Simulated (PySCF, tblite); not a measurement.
# H11NOSi4: geometry, infrared bands and NMR shifts

Wanted: the infrared bands and NMR shifts of H11NOSi4 (`[SiH3]N[SiH2]O[SiH2][SiH3]`), by calculation.

Computed with tblite 0.8.0 and PySCF 2.14.0, with density-fitted response routines of our own, on a single molecule in the gas phase. Atoms count from 0, in the outputs and in this text.

**1. Starting geometry**

17 atoms, charge 0, multiplicity 1; geometry from: force field or distance geometry start.

Bonds of the start (Å): Si0–N1 1.68, N1–Si2 1.68, Si2–O3 1.63, O3–Si4 1.66, Si4–Si5 2.32, Si0–H6 1.47, Si0–H7 1.49, Si0–H8 1.48, N1–H9 1.03, Si2–H10 1.48, Si2–H11 1.48, Si4–H12 1.49, Si4–H13 1.48, Si5–H14 1.48, Si5–H15 1.49, Si5–H16 1.48.

**2. Relaxing the molecule with GFN2-xTB**

What the job is given:

```
{"job": {"kind": "relax", "xc": "GFN2-xTB", "basis": "xTB"}, "charge": 0, "multiplicity": 1}
Si    -2.839600    -0.541400    -0.441800
N     -1.350000    -0.462800     0.320400
Si    -0.855600     1.137800     0.484800
O      0.608900     1.078000     1.209100
Si     2.200600     0.837800     0.819800
Si     2.524500    -1.134200    -0.362900
H     -3.217800    -1.964200    -0.519900
H     -3.847500     0.166600     0.393500
H     -2.753200     0.031400    -1.801700
H     -1.435300    -0.867100     1.262600
H     -1.818500     1.848500     1.361200
H     -0.737800     1.775300    -0.844500
H      2.653100     2.001900     0.012500
H      3.011600     0.827700     2.059800
H      2.084800    -2.303700     0.437900
H      3.972800    -1.309300    -0.658200
H      1.791900    -1.110400    -1.650000
```

Launch:

```sh
OMP_NUM_THREADS=1 python probes_run.py task.json out
```

The driver reads the jobs from task.json and runs them one after another.

**Question.** This job is followed by: GFN2-xTB harmonic vibrations, gas phase; GIAO PBE0/pcSseg-1 NMR shielding, non-relativistic, gas phase. Predict these results of the whole session: strongest single infrared mode (GFN2-xTB); zero-point energy (GFN2-xTB); 1H shifts against TMS (PBE0/pcSseg-1, means over atoms taken as alike); 29Si shifts against TMS (PBE0/pcSseg-1); 15N shifts against NH3 (PBE0/pcSseg-1); 17O shifts against H2O (PBE0/pcSseg-1); surface potential, 1st and 99th percentile.

As calculated:

| quantity | value |
| --- | --- |
| strongest single infrared mode (GFN2-xTB) | 774 cm⁻¹, 1139 km/mol |
| zero-point energy (GFN2-xTB) | 62.9 kcal/mol |
| 1H shifts against TMS (PBE0/pcSseg-1, means over atoms taken as alike) | 5.70, 5.14, 4.71, 3.47, -0.29 ppm |
| 29Si shifts against TMS (PBE0/pcSseg-1) | -29.3, -31.8, -63.1, -122.3 ppm |
| 15N shifts against NH3 (PBE0/pcSseg-1) | 13.0 ppm |
| 17O shifts against H2O (PBE0/pcSseg-1) | 21.7 ppm |
| surface potential, 1st and 99th percentile | -0.66 V and 1.68 V |

Relaxing lowered the energy by 0.557 eV in 109 steps; the close pair that moved most is Si0–N1, from 1.675 to 1.729 Å. All 45 modes are real, so the xTB geometry is a minimum. The strongest single mode, at 774 cm⁻¹, is spread over many atoms; the largest shares are those of H10, H11. Unscaled tight-binding wavenumbers are off by several per cent, some by more. Its intensities can rank the bands wrongly. At PBE0/pcSseg-1: The largest span, 150 ppm, is at O3, where the paramagnetic term is -87 ppm. At PBE0/pcSseg-1, counted by nearest atom on the grid, the HOMO lies on N1 55 %; H7, H10 about 10 % each, the LUMO on Si4 22 %; H12, H13 about 12 % each.
